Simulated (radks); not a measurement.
# The Coulomb parameter U of the 4d shell of Zr

The task here is to estimate one member of a computed series from the others.

Method: scalar-relativistic Kohn-Sham, BLYP, spin-unpolarised, spherical densities, finite nucleus. Code: radks (a radial shooting solver on a logarithmic mesh, Libxc functionals) version 1.

**What is computed**

* element: zirconium (Z = 40)
* charge: 0
* electrons: 40
* configuration: [Kr] 4d3 5s1
* nuclear rms radius: 4.2694 fm

The outer shells:

Zr
```
[Kr] core
4d [↑ ][↑ ][↑ ][  ][  ]
5s [↑ ]
```

The first run:

Settings of this run:

```text
Z 40
configuration [Kr] 4d3 5s1
relativity scalar-relativistic
functional b88,lyp
spin unpolarised
nucleus finite rms 4.2694 fm
c 137.035999084
```

Among the steps run: Start: [Kr] 4d3 5s1.

One of the session's tables, all rows but one given; the rest of the session is left out.

It belongs to the step «Start: [Kr] 4d3 5s1». Sizes of the orbitals, from the radial functions (bohr):

| level | <r> | outermost maximum (interpolated) | 90 % within | nodes |
| --- | --- | --- | --- | --- |
| 2p | 0.1417 | 0.109 | 0.231 | 0 |
| 3s | 0.4587 | 0.408 | 0.679 | 2 |
| 3p | 0.4623 | 0.402 | 0.700 | 1 |
| 3d | 0.4527 | 0.347 | 0.728 | 0 |
| 4s | ? | ? | ? | ? |
| 4p | 1.378 | 1.18 | 2.06 | 2 |
| 5s | 3.891 | 3.22 | 5.85 | 4 |
| 4d | 2.535 | 1.65 | 4.33 | 1 |

**Question.** Estimate the row for 4s.

The run gave: <r>: 1.216; outermost maximum (interpolated): 1.08; 90 % within: 1.78; nodes: 3. In the column «<r>» it lies between 3p (0.4623) and 4p (1.378).
